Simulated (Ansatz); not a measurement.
**Silicon, simple cubic: r²SCAN0 after r²SCAN**

Aim: see what exact exchange does to the levels, and what it costs. Spin polarisation is left out. The geometry was relaxed under r²SCAN beforehand and is kept. Exact exchange is dear, so the k-mesh is coarse, and r²SCAN is run on the same mesh for comparison.

Computed with Ansatz 0.2.0 (DFT, plane waves (500 eV) with PBE-made PAW files, scalar-relativistic; functionals as named at each step, unless a step says otherwise).

### Step 1. The structure to begin with

The structure is cubic, space group Pm-3m (No. 221). Conventional cell: a = 2.523 Å, b = 2.523 Å, c = 2.523 Å, α = 90.00°, β = 90.00°, γ = 90.00°. Si (site symmetry m-3m) is surrounded by 6 Si at 2.52 Å.

Coordinates:

```xyz
1
Lattice="2.5227 0.0000 0.0000 0.0000 2.5227 0.0000 0.0000 0.0000 2.5227" Properties=species:S:1:pos:R:3 pbc="T T T"
Si    0.0000    0.0000    0.0000
```

### Step 2. r²SCAN on the coarse mesh

The run with r²SCAN.

Contents of input.yaml:

```yaml
crystal:
  lattice:
    - [2.522652696, 0.0, 0.0]
    - [0.0, 2.522652696, 0.0]
    - [0.0, 0.0, 2.522652696]
  atoms:
    - { symbol: Si, position: [0.0, 0.0, 0.0] }
hamiltonian:
  xc: r2scan
  pseudopotentials:
    kind: paw
    azcp:
      Si: "pseudopotentials/Si.paw.azcp"
basis:
  ecutwfc: 500
  fft_grid_basis: typed
kpoints:
  mp_grid: { grid: [6, 6, 6], shift: [0, 0, 0] }
magnetization:
  spin_polarized: false
scf:
  occupations: { method: fermi_dirac, width: 0.1 }
```

Command:

```console
> ansatz run input.yaml --threads 4 --pin off --max-ram 8192MiB --backend cpu --events-out ev --progress --plain --runs-dir out
```

The log of the run (excerpt; [...] marks lines left out):

```text
Warning: RAYON_NUM_THREADS=4 ignored (pool sized by the plan → 4); use --threads N
[...]
Pseudopotentials: kind: paw
Pseudopotential: Si, paw, valence charge 4, recommended cutoff 500 eV (meta_gga), <dir>
Functional definition: r2SCAN
[...]
Crystal: 1 atoms, lattice volume = 16.054 Å³
Basis set: ecut = 500 eV, 437 PW (Γ), exchange–correlation on 80×80×80 points (64 copies of the dense FFT grid, shifted against one another)
Bands: 6, of which v1, the nominal top of the filled ones, is band 2 counted from 1 (1 counted from 0)
Symmetry: 48 space group operations
Space group: Pm-3m (ITA 221), of the structure as read, at distance tolerance 2.5e-5 Å
k-points: 20 of 216
[...]
SCF iter   1: F=—  HF=-638.606640 eV  |F-HF|=—  |Δ(HF+E_count)|=         —  Δρ=3.73e-3  dr2=2.02e-3  dr2_τ=4.10e-3  ethr=1.77e-3  ⟨swp⟩=5.3  Hψ=1143  notcnv=0
[...]
SCF iter   6: F=-638.621338 eV  HF=-638.621338 eV  |F-HF|=8.64e-12  |Δ(HF+E_count)|=   2.52e-9  Δρ=1.91e-7  dr2=2.73e-12  dr2_τ=7.11e-14  ethr=2.46e-11  ⟨swp⟩=1.0  Hψ=346  notcnv=0
[...]
SCF converged after 6 iterations
Free energy (F): -638.621338 eV
[...]
E sigma→0 (E₀):  -638.609886 eV
Entropy (-TS):   -0.022903 eV (-22.903 meV/atom)
Fermi energy:    9.117379 eV
[...]
```

Run time: 0.32 s. Hardware: 4 threads of Arm Neoverse V1, shared host; peak memory 0.25 GiB.

### Step 3. r²SCAN0, coarse mesh

The run with r²SCAN0.

input.yaml, as its differences from that of step 2:

```diff
@@ -8,3 +8,3 @@
 hamiltonian:
-  xc: r2scan
+  xc: r2scan0
   pseudopotentials:
```

Command:

```console
> ansatz run input.yaml --threads 4 --pin off --max-ram 8192MiB --backend cpu --events-out ev --progress --plain --runs-dir out
```

The log of the run (excerpt; [...] marks lines left out):

```text
Warning: RAYON_NUM_THREADS=4 ignored (pool sized by the plan → 4); use --threads N
[...]
Pseudopotentials: kind: paw
Pseudopotential: Si, paw, valence charge 4, recommended cutoff 500 eV (meta_gga), <dir>
Functional definition: r2SCAN0
[...]
Crystal: 1 atoms, lattice volume = 16.054 Å³
Basis set: ecut = 500 eV, 437 PW (Γ), exchange–correlation on 80×80×80 points (64 copies of the dense FFT grid, shifted against one another)
Bands: 6, of which v1, the nominal top of the filled ones, is band 2 counted from 1 (1 counted from 0)
Symmetry: 48 space group operations
Space group: Pm-3m (ITA 221), of the structure as read, at distance tolerance 2.5e-5 Å
k-points: 20 of 216
[...]
SCF iter   1: F=—  HF=-638.606487 eV  |F-HF|=—  |Δ(HF+E_count)|=         —  Δρ=3.90e-3  dr2=2.33e-3  dr2_τ=4.09e-3  ethr=1.77e-3  ⟨swp⟩=7.1  Hψ=599  notcnv=0
[...]
Frozen-core exchange: fock
[...]
SCF iter   3: F=-638.337842 eV  HF=-638.337842 eV  |F-HF|=4.09e-11  |Δ(HF+E_count)|=   8.69e-7  Δρ=4.27e-6  dr2=3.27e-9  dr2_τ=1.81e-11  ethr=4.35e-11  ⟨swp⟩=4.3  Hψ=258  notcnv=0
[...]
hybrid outer 2: dexx = +2.378e-8 eV, tail = 6.88e-9 eV, Δε = 1.45e-3 eV (about 2.09e-4 eV left of the loop's levels)
hybrid SCF converged: 2 outer / 9 inner (+5 warm-up), last move |dexx| = 2.38e-8 eV, tail = 6.88e-9 eV
Stability not checked: this state was not tested for a lower state beside it, because the functional holds exact exchange (a hybrid, or Hartree-Fock), whose exchange loop this test does not read (fock_operator; see scf.lower_state_search)
Free energy (F): -638.337842 eV
Frozen-core exchange: fock
[...]
E sigma→0 (E₀):  -638.331443 eV
Entropy (-TS):   -0.012798 eV (-12.798 meV/atom)
Fermi energy:    9.166787 eV
[...]
--- Band table (eV; the first three rows and the last of 20) ---
  k-point 0: bands = ["-7.0385", "17.7355", "17.7355", "18.1678"]
[...]
  guard bands above this table: 2 of the run's 6 bands. The solve was not asked for them (output.publish_guard_bands: true or output.eigenvalues: true publishes all)
```

Wall time 1.9 s (4 threads of Arm Neoverse V1, shared host); peak memory 0.52 GiB.

### Step 4. Side by side

```
functional               gap on the mesh  Fermi energy (eV)  SCF cycles  exchange loops  CPU time
    r²SCAN  none (levels filled in part)              9.117           6               -    0.73 s
   r²SCAN0  none (levels filled in part)              9.167          14               2     5.4 s
```

### Step 5. Results

```
                             quantity                         value
                          r²SCAN: gap  none (levels filled in part)
                         r²SCAN0: gap  none (levels filled in part)
  r²SCAN0: SCF cycles, exchange loops                         14, 2
r²SCAN0: CPU time over that of r²SCAN                           7.4
         r²SCAN0: relative to diamond                 +578 meV/atom
```

**Reading.** Neither r²SCAN nor r²SCAN0 shows a clean gap on this mesh. r²SCAN0 cost 7.4 times the CPU time of r²SCAN. The exchange operator of r²SCAN0 was renewed in 2 outer loops. The dense-mesh value adds +14.6 meV/atom, the change that r²SCAN shows between the coarse mesh and its own dense run (not shown). Under r²SCAN0 it lies 578 meV/atom above diamond (computed apart in the same way); on such meshes a few tens of meV are uncertain for metals. Absolute energies differ from functional to functional, by eV per atom at times, and say nothing by themselves.
